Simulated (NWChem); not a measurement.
# the pair ZnBH3O···CuSH: a chain of runs

Wanted: a single-point energy (singlet CuZnBH4SO, B97-D/pcseg-1), then a single-point energy (singlet ZnBH3O, B97-D/pcseg-1), then the energy (singlet CuSH, B97-D/pcseg-1), then a single-point energy (singlet ZnBH3O, B97-D/pcseg-1), then the energy (singlet CuSH, B97-D/pcseg-1) of BCuH4OSZn and its partners. 

Program for the calculation: NWChem 7.3.0.

## 1. The structure to begin with

CuZnBH4SO: 9 atoms, total charge 0, spin state singlet. The two molecules were placed rigidly side by side, at 1.1 times their contact distance; the pair isn't optimised.

Bond lengths: B1–Zn2 2.036 Å, Zn2–O3 1.783 Å, S7–Cu8 2.117 Å, B1–H4 1.197 Å, B1–H5 1.197 Å, O3–H6 0.958 Å, S7–H9 1.346 Å. Angles: B1–Zn2–O3 176.1°, Zn2–B1–H4 122.1°, Zn2–B1–H5 121.9°, Zn2–O3–H6 118.1°, Cu8–S7–H9 93.6°, H4–B1–H5 116.0°.

## 2. A single-point energy at B97-D/pcseg-1 (run 1)

Contents of m1.nw:

```
echo
start m1
title "BCuH4OSZn energy"
memory stack 880 mb heap 220 mb global 1100 mb

geometry units angstrom noautosym nocenter noautoz
  B    -1.105580    0.409400   -0.906520
  Zn    0.421120   -0.026500    0.368380
  O     1.765420   -0.289800    1.509980
  H    -1.663880   -0.437200   -1.543020
  H    -1.498480    1.529200   -1.064820
  H     2.081420   -1.185100    1.635980
  S    -4.124740   -1.060450    1.541620
  Cu   -2.129730   -1.589600    2.013700
  H    -4.149190   -1.812690    0.425620
end

basis spherical bse
  * library pcseg-1
end

dft
  xc becke97-d
  grid fine
  convergence energy 1e-08
  iterations 100
  mulliken
  print low
end

task dft
```

Started as:

```bash
$ nwchem m1.nw > m1.out
```

The program printed:

```text
[...]
 d= 0,ls=0.0,diis     1  -3921.5152551567 -4.48D+03  1.35D-01  2.40D+00     5.1
[...]
 d= 0,ls=0.0,diis    16  -3921.7827052176 -1.92D-09  2.47D-07  1.35D-09    60.3
         Total DFT energy =    -3921.782705217583
      One electron energy =    -6569.889045466782
           Coulomb energy =     2273.398888881009
    Exchange-Corr. energy =     -179.980528525974
 Nuclear repulsion energy =      554.698182846544
    Dispersion correction =       -0.010202952381
[...]
      Total Density - Mulliken Population Analysis
     ---------------------------------------------
    Atom       Charge   Shell Charges
 -----------   ------   -------------------------------------------------------
    1 B    5     5.19   1.99  0.70  0.51  1.40  0.57  0.01
    2 Zn  30    29.47   2.00  2.00  2.00  0.83  0.15  6.00  6.00  0.53  8.91  1.06  0.00
    3 O    8     8.61   2.00  0.90  0.88  2.93  1.90  0.01
    4 H    1     0.99   0.78  0.19  0.01
    5 H    1     0.98   0.78  0.19  0.01
    6 H    1     0.79   0.70  0.04  0.05
    7 S   16    16.34   2.00  1.99  1.25  0.62  5.99  3.22  1.22  0.05
    8 Cu  29    28.74   2.00  2.00  1.99  0.49  0.23  6.00  5.98  0.19  8.36  1.48  0.00
    9 H    1     0.90   0.73  0.15  0.02
[...]
```

Run time: 61 s. Hardware: 1 thread of Intel Xeon Platinum 8488C (Sapphire Rapids), shared host; peak memory 0.13 GiB.

## 3. ZnBH3O: the energy at B97-D/pcseg-1 (run 2)

Contents of input.nw:

```
start input
memory total 2200 mb

geometry units bohr noautosym nocenter noautoz
 B  -2.08924341  0.77365388 -1.71307453
 Zn  0.79580147 -0.05007774  0.69613731
 O   3.33616029 -0.54764263  2.85344865
 H  -3.14427750 -0.82618826 -2.91588520
 H  -2.83171680  2.88976919 -2.01221817
 H   3.93331375 -2.23951443  3.09155415
end

basis spherical bse
 * library pcseg-1
end

dft
 xc becke97-d
 mult 1
 grid fine
 convergence energy 1e-08
 maxiter 100
 mulliken
 print low
end

task dft energy
```

Started as:

```bash
$ nwchem input.nw > input.out
```

The program printed:

```text
[...]
 d= 0,ls=0.0,diis     1  -1881.7192247654 -2.03D+03  4.35D-02  8.36D-01     1.7
[...]
 d= 0,ls=0.0,diis    11  -1881.8328439454 -4.00D-09  6.35D-07  3.39D-09    12.9
         Total DFT energy =    -1881.832843945425
      One electron energy =    -2912.077192584491
           Coulomb energy =      970.767642806916
    Exchange-Corr. energy =      -85.794985400912
 Nuclear repulsion energy =      145.275220851564
    Dispersion correction =       -0.003529618502
[...]
      Total Density - Mulliken Population Analysis
     ---------------------------------------------
    Atom       Charge   Shell Charges
 -----------   ------   -------------------------------------------------------
    1 B    5     5.17   1.99  0.70  0.53  1.40  0.53  0.01
    2 Zn  30    29.43   2.00  2.00  2.00  0.81  0.15  6.00  6.00  0.51  8.91  1.05  0.00
    3 O    8     8.62   2.00  0.90  0.88  2.93  1.91  0.01
    4 H    1     0.99   0.79  0.20  0.01
    5 H    1     0.99   0.78  0.20  0.01
    6 H    1     0.79   0.70  0.04  0.05
[...]
```

It took 14 s on 1 thread of Intel Xeon Platinum 8488C (Sapphire Rapids), shared host; peak memory 0.11 GiB.

## 4. CuSH: the energy at B97-D/pcseg-1 (run 3)

Contents of cuhs.nw:

```
start cuhs
memory total 2200 mb
geometry units atomic noautosym nocenter noautoz
   S     -7.79462894    -2.00396007     2.91323959
   Cu    -4.02460642    -3.00390865     3.80534150
   H     -7.84083274    -3.42548765     0.80430523
end
basis spherical bse
   * library pcseg-1
end
dft
   xc becke97-d
   grid fine
   convergence energy 1e-08
   iterations 100
   mulliken
   print low
end
task dft
```

Started as:

```bash
$ nwchem cuhs.nw > cuhs.out
```

The program printed:

```text
Northwest Computational Chemistry Package (NWChem) 7.3.0
             --------------------------------------------------------

           Job information
           ---------------

    nwchem branch   = 7.3.0
    use scalapack   = T
    input           = cuhs.nw
    prefix          = cuhs.
    data base       = ./cuhs.db
    status          = startup
    nproc           =        1

           Memory information
           ------------------

    heap     =     72089596 doubles =      550.0 Mbytes
    stack    =     72089601 doubles =      550.0 Mbytes
    global   =    144179200 doubles =     1100.0 Mbytes (distinct from heap & stack)
    total    =    288358397 doubles =     2200.0 Mbytes
    verify   = yes
    hardfail = no

           Directory information
           ---------------------

  0 permanent = .
  0 scratch   = .

                                NWChem Input Module
                                -------------------

                             Geometry "geometry" -> ""
                             -------------------------

[... 17 lines left out ...]
            Nuclear Dipole moment (a.u.)
[... 62 lines left out ...]
    Atom       Charge   Shell Charges
 -----------   ------   -------------------------------------------------------
    1 S   16    16.44   2.00  2.00  1.18  0.65  5.99  3.23  1.36  0.03
    2 Cu  29    28.80   2.00  2.00  2.00  0.47  0.23  6.00  5.99  0.13  8.88  1.11  0.00
    3 H    1     0.76   0.59  0.15  0.02
   Time prior to 1st pass:      0.5

           Memory utilization after 1st SCF pass:
           Heap Space remaining (MW):       37.12            37123564
          Stack Space remaining (MW):       72.09            72089172

   convergence    iter        energy       DeltaE   RMS-Dens  Diis-err    time
 ---------------- ----- ----------------- --------- --------- ---------  ------
 d= 0,ls=0.0,diis     1  -2039.7967981410 -2.17D+03  1.89D-01  1.52D+00     1.4
 d= 0,ls=0.5,diis     2  -2031.2557257503  8.54D+00  4.47D-02  8.41D+01     2.2
 d= 0,ls=0.5,diis     3  -2034.7087989301 -3.45D+00  5.17D-02  4.80D+01     3.0
[... 9 lines of this table left out ...]
 d= 0,ls=0.5,diis    13  -2038.8480419947  5.81D-02  2.21D-03  6.12D+00    11.1
  Resetting Diis
 d= 0,ls=0.5,diis    14  -2038.8410536879  6.99D-03  1.44D-03  6.06D+00    11.9
 d= 0,ls=0.5,diis    15  -2038.8575364048 -1.65D-02  1.63D-01  5.90D+00    12.7
 d= 0,ls=0.5,diis    16  -2020.3757016024  1.85D+01  2.30D-02  2.20D+02    13.6
[... 57 lines of this table left out ...]
 d= 0,ls=0.5,diis    74  -2039.9363267447 -1.13D-06  3.05D-05  3.43D-06    61.4
```

Wall time 62 s (1 thread of Intel Xeon Platinum 8488C (Sapphire Rapids), shared host).

Time ran out before the run finished.

## 5. ZnBH3O among ghost functions: the energy at B97-D/pcseg-1 (with ghost functions) (run 4)

Contents of geom.nw:

```
start geom
memory 2200 mb
geometry units angstroms noautosym nocenter noautoz
B       -1.105580       0.409400      -0.906520
Zn       0.421120      -0.026500       0.368380
O        1.765420      -0.289800       1.509980
H       -1.663880      -0.437200      -1.543020
H       -1.498480       1.529200      -1.064820
H        2.081420      -1.185100       1.635980
bqS     -4.124740    -1.060450     1.541620
bqCu    -2.129730    -1.589600     2.013700
bqH     -4.149190    -1.812690     0.425620
end
basis spherical bse
B library pcseg-1
Zn library pcseg-1
O library pcseg-1
H library pcseg-1
bqS library S pcseg-1
bqCu library Cu pcseg-1
bqH library H pcseg-1
end
dft
xc becke97-d
grid fine
convergence energy 1e-08
maxiter 100
mulliken
noprint "final vectors analysis"
end
task dft energy
```

Started as:

```bash
$ nwchem geom.nw > geom.out
```

The program printed:

```text
[...]
          Wavefunction type:  closed shell.
          No. of atoms     :     9
          No. of electrons :    46
[...]
          Charge           :     0
          Spin multiplicity:     1
[...]
          AO basis - number of functions:   128
[...]
              XC Information
              --------------
                   Becke 97-D Method XC Functional
                  Becke 1997-D Exchange Functional  1.000
                Becke 1997-D Correlation Potential  1.000
[...]
 d= 0,ls=0.0,diis     1  -1881.7200824871 -2.03D+03  2.47D-02  8.35D-01     4.3
[...]
 d= 0,ls=0.0,diis    11  -1881.8340521413 -5.53D-09  3.38D-07  2.94D-09    38.1
         Total DFT energy =    -1881.834052141270
      One electron energy =    -2912.030309735616
           Coulomb energy =      970.716200130729
    Exchange-Corr. energy =      -85.791644090674
 Nuclear repulsion energy =      145.275231172929
    Dispersion correction =       -0.003529618639
[...]
      Total Density - Mulliken Population Analysis
     ---------------------------------------------
    Atom       Charge   Shell Charges
 -----------   ------   -------------------------------------------------------
    1 B    5     5.17   1.99  0.70  0.53  1.40  0.53  0.01
    2 Zn  30    29.42   2.00  2.00  2.00  0.82  0.14  6.00  6.00  0.51  8.91  1.05  0.00
    3 O    8     8.62   2.00  0.90  0.88  2.93  1.90  0.01
    4 H    1     0.99   0.79  0.19  0.01
    5 H    1     0.99   0.78  0.19  0.01
    6 H    1     0.79   0.70  0.04  0.05
    7 X    0    -0.00  -0.00 -0.00  0.00 -0.00 -0.00  0.00 -0.00 -0.00
    8 X    0     0.02  -0.00 -0.00  0.00 -0.00  0.02  0.00 -0.00  0.00 -0.00  0.00  0.00
    9 X    0    -0.00   0.00 -0.00 -0.00
[...]
```

It took 39 s on 1 thread of Intel Xeon Platinum 8488C (Sapphire Rapids), shared host; peak memory 0.13 GiB.

## 6. CuSH among ghost functions: the energy at B97-D/pcseg-1 (with ghost functions) (run 5)

Contents of a.nw:

```
echo
start a
title "CuHS energy"
memory 2200 mb

geometry units angstrom noautosym nocenter noautoz
   S     -4.124740    -1.060450     1.541620
   Cu    -2.129730    -1.589600     2.013700
   H     -4.149190    -1.812690     0.425620
   bqB     -1.105580     0.409400    -0.906520
   bqZn     0.421120    -0.026500     0.368380
   bqO      1.765420    -0.289800     1.509980
   bqH     -1.663880    -0.437200    -1.543020
   bqH     -1.498480     1.529200    -1.064820
   bqH      2.081420    -1.185100     1.635980
end

basis spherical bse
   S library pcseg-1
   Cu library pcseg-1
   H library pcseg-1
   bqB library B pcseg-1
   bqZn library Zn pcseg-1
   bqO library O pcseg-1
   bqH library H pcseg-1
end

dft
   xc becke97-d
   grid fine
   convergence energy 1e-08
   iterations 100
   mulliken
   print low
end

task dft
```

Started as:

```bash
$ nwchem a.nw > a.out
```

The program printed:

```text
============================== echo of input deck ==============================
echo
start a
title "CuHS energy"
memory 2200 mb

geometry units angstrom noautosym nocenter noautoz
   S     -4.124740    -1.060450     1.541620
   Cu    -2.129730    -1.589600     2.013700
   H     -4.149190    -1.812690     0.425620
[... 5 lines of this table left out ...]
   bqH      2.081420    -1.185100     1.635980
end

basis spherical bse
   S library pcseg-1
   Cu library pcseg-1
   H library pcseg-1
   bqB library B pcseg-1
   bqZn library Zn pcseg-1
   bqO library O pcseg-1
   bqH library H pcseg-1
end

dft
   xc becke97-d
   grid fine
   convergence energy 1e-08
   iterations 100
   mulliken
   print low
end

task dft
================================================================================

             Northwest Computational Chemistry Package (NWChem) 7.3.0
             --------------------------------------------------------

           Job information
           ---------------

[... 16 lines left out ...]
    hardfail = no
[... 38 lines left out ...]
            Nuclear Dipole moment (a.u.)
[... 114 lines left out ...]
           Memory utilization after 1st SCF pass:
           Heap Space remaining (MW):       35.14            35139590
          Stack Space remaining (MW):       72.09            72088700

   convergence    iter        energy       DeltaE   RMS-Dens  Diis-err    time
 ---------------- ----- ----------------- --------- --------- ---------  ------
 d= 0,ls=0.0,diis     1  -2039.7976628476 -2.17D+03  8.67D-02  1.52D+00     4.1
 d= 0,ls=0.5,diis     2  -2023.6449822295  1.62D+01  1.68D-02  1.42D+02     7.5
 d= 0,ls=0.5,diis     3  -2028.7181170789 -5.07D+00  1.73D-02  1.10D+02    10.8
[... 4 lines of this table left out ...]
 d= 0,ls=0.5,diis     8  -2039.1216796011 -4.57D-01  3.58D-03  6.44D+00    27.4
  Resetting Diis
 d= 0,ls=0.5,diis     9  -2039.1187378696  2.94D-03  2.24D-03  7.47D+00    30.6
 d= 0,ls=0.5,diis    10  -2039.1226348345 -3.90D-03  2.29D-02  8.02D+00    34.1
 d= 0,ls=0.5,diis    11  -2038.9222276176  2.00D-01  9.42D-03  9.08D+00    37.6
[... 45 lines of this table left out ...]
 d= 0,ls=0.5,diis    57  -2039.9381420486 -1.31D-08  1.42D-06  2.10D-08   194.7
```

Run time: 3.3 min. Hardware: 1 thread of Intel Xeon Platinum 8488C (Sapphire Rapids), shared host.

Time ran out before the run finished.

## 7. Results

```
                                       quantity                value
             run 1, B97-D/pcseg-1: total energy       -3921.78271 Eh
        run 1, B97-D/pcseg-1: dispersion energy        -26.79 kJ/mol
                           ZnBH3O: total energy       -1881.83284 Eh
                      ZnBH3O: dispersion energy         -9.27 kJ/mol
     ZnBH3O among ghost functions: total energy       -1881.83405 Eh
    ZnBH3O among ghost functions: dipole moment               1.63 D
ZnBH3O among ghost functions: dispersion energy         -9.27 kJ/mol
                                           CuSH  no result (timeout)
                     CuSH among ghost functions  no result (timeout)
```

2 of the 5 runs did not end normally.
